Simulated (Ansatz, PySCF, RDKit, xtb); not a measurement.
**C5H5FO3: ranking a sample of isomers**

Which of a sample of isomers of C5H5FO3 is the most stable in the gas at 298.15 K, and what are its properties? The sample is small against all isomers, and the most stable one of this formula need not be in it.

Plan: many cheap relaxations first (GFN2-xTB), then density-functional screening, relaxation at B3LYP-D3(BJ)/def2-SVP, vibrations (at GFN2-xTB) and a final energy. The numbers are computed, not measured.

### Step 1. Drawing up candidates

Isomers were taken from a list of plausible structures; this is a sample, not all of them. That gives 5 candidates.

```csv
label,SMILES,spin
c162,C=C(F)OC(=O)CC=O,singlet
c667,C=C(F)OC(=O)/C=C/O,singlet
c743,C=C(F)OC(=O)/C=C\O,singlet
c891,C=C(F)O/C(O)=C/C=O,singlet
c931,C=C(F)O/C(O)=C\C=O,singlet
```

Candidates are built by distance geometry, with a force field where one applies, in up to four conformers (letters a to d).

Q: Predict the outcome of this search (final energies at CCSD(T)/def2-SVP + MP2/def2-TZVPP - MP2/def2-SVP).

| quantity | value |
| --- | --- |
| lowest structure found | C=C(F)OC(=O)/C=C\O, singlet |
| next finalist | C=C(F)OC(=O)CC=O, singlet, 2.8 kcal/mol higher in G |
| share at equilibrium, among the finalists | 99.2 % |
| dipole moment (PBE0/def2-SVPD) | 2.35 D |
| HOMO energy (PBE0/def2-SVPD) | -7.62 eV |
| LUMO energy (PBE0/def2-SVPD) | -1.67 eV |
| HOMO–LUMO gap (PBE0/def2-SVPD) | 5.94 eV |
| lowest excitation (TD-PBE0/def2-SVPD) | 5.01 eV (f = 0.051) |
| strongest of the states computed, same level | 7.39 eV (f = 0.237) |
| lowest triplet excitation, same level, Tamm-Dancoff | 3.51 eV |
| vertical ionisation energy | 9.42 eV |
| vertical electron affinity | -0.20 eV (unbound: the value depends on the basis) |
| vertical triplet less singlet | +3.51 eV |

The lowest structure found is `C=C(F)OC(=O)/C=C\O`. The margin, 2.8 kcal/mol, is modest. With 8 minima in the window unscreened, the next finalist need not be the second lowest, and margin and share hold for the finalists alone. GFN2-xTB, r2SCAN-D4/def2-SVP, B3LYP-D3(BJ)/def2-SVP, HF/def2-SVP and MP2/def2-SVP already put its bonding pattern lowest among the structures in one piece; HF/STO-3G favours the singlet C=C(F)OC(=O)CC=O. 8 minima inside the window were never screened. Lowest found is not proven lowest: the search is finite, and each finalist counts with one conformer. Only 5 drawn patterns were tried, so whole families of isomers are missing, and the result ranks only the part of this sample that was screened. The lowest isomer need not be the one that is made and kept in a bottle, which depends on barriers.
